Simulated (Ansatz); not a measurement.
**CH₂Ge (triplet): wave-function methods side by side, cc-pVDZ**

The task here is to estimate one member of a computed series from the others.

The runs use Ansatz 0.2.0, Gaussian basis; cc-pVDZ, core rule «outside noble gas», up to 15 orbitals frozen.

Plan: UHF; CCSD(T) on ROHF; CCSD(T) on UHF; BCCD(T) on ROHF; CISD; CCSDT(Q) on ROHF; CCSDT(Q) on UHF; CCSDTQ on ROHF; CASSCF and MRCISD+Q, 10 electrons in 10 orbitals; CASSCF and NEVPT2, 10 electrons in 10 orbitals.

6 further runs of the same task are left out: 6 set aside as unsound or not needed.

### What is computed

The geometry is a PBE0/def2-TZVP stationary point (not a proven minimum). No spin-orbit coupling is included. The filled d shell of Ge may be among the frozen orbitals whatever the setting's name suggests; the logs give the count.

4 atoms, charge 0, spin multiplicity 3.

Atoms are counted from 1 here; the program's logs count them from 0.

Bond lengths: Ge1–C2 1.905 Å, Ge1–H3 1.592 Å, C2–H4 1.091 Å. Angles: C2–Ge1–H3 95.9°, Ge1–C2–H4 136.5°.

As a file:

```
atom   x (Å)    y (Å)    z (Å)
 Ge1  0.0000  -0.0446   0.2902
  C2  0.0000   0.1823  -1.6010
  H3  0.0000   1.5086   0.6403
  H4  0.0000  -0.4689  -2.4762
```

The first run:

in.yaml

```yaml
crystal:
  periodic: [false, false, false]
  atoms:
    - {symbol: Ge, position_ang: [0.000000, -0.044572, 0.290198]}
    - {symbol: C, position_ang: [0.000000, 0.182313, -1.601029]}
    - {symbol: H, position_ang: [0.000000, 1.508639, 0.640309]}
    - {symbol: H, position_ang: [0.000000, -0.468907, -2.476239]}
basis:
  gaussian: {orbitals: cc-pVDZ}
magnetization: {spin_polarized: true, initial_magnetization: 2}
hamiltonian: {xc: hf}
output: {orbitals: {seedname: orbitals}}
```

Run with:

```bash
$ ansatz run in.yaml --threads 1 --pin off --events-out ev --progress --plain --max-ram 2816MiB --backend cpu
```

Steps of the session up to this table: UHF; CCSD(T) on ROHF; CCSD(T) on UHF; BCCD(T) on ROHF; CISD; CCSDT(Q) on ROHF; CCSDT(Q) on UHF; CCSDTQ on ROHF; CASSCF and MRCISD+Q, 10 electrons in 10 orbitals; CASSCF and NEVPT2, 10 electrons in 10 orbitals.

One table of the session follows, with a row left open; its other results are not shown here.

```
          method  from RCCSDTQ (meV)
            ROHF             +5843.0
             UHF             +5676.6
            RMP2             +1267.1
            UMP2             +1261.2
           RCCSD              +219.8
           UCCSD                   ?
        RCCSD(T)               +54.2
        UCCSD(T)               +54.4
         BCCD(T)               +51.2
          RCCSDT               +11.8
          UCCSDT               +10.8
       RCCSDT(Q)                +0.9
       UCCSDT(Q)                -1.0
         RCCSDTQ                   0
  CASSCF valence             +3681.4
  NEVPT2 valence              +873.1
  MRCISD valence              +241.5
MRCISD+Q valence               +25.2
```

**Question.** Estimate the row for UCCSD.

The run gave: from RCCSDTQ (meV): +216.6. In the column «from RCCSDTQ (meV)» it lies between UCCSD(T) (+54.4) and RCCSD (+219.8).

Some runs used a GPU and others CPU threads alone; cost is compared among the CPU runs only.

Among the levels timed on like hardware, those that no quicker one beats, quickest first: UHF (2.4 s, +5676.6 meV); BCCD(T) (6.5 s, +51.2 meV); RCCSDT(Q) (23 s, +0.9 meV).

Caveats from the session: Of the multireference levels listed MRCISD+Q valence comes nearest in total energy (+25.2 meV), which doesn't show that its space is the better one. Restricted and unrestricted rows rest on different reference determinants; where their highest levels disagree by more than a few hundredths of an eV, they describe different states and don't form one ladder.
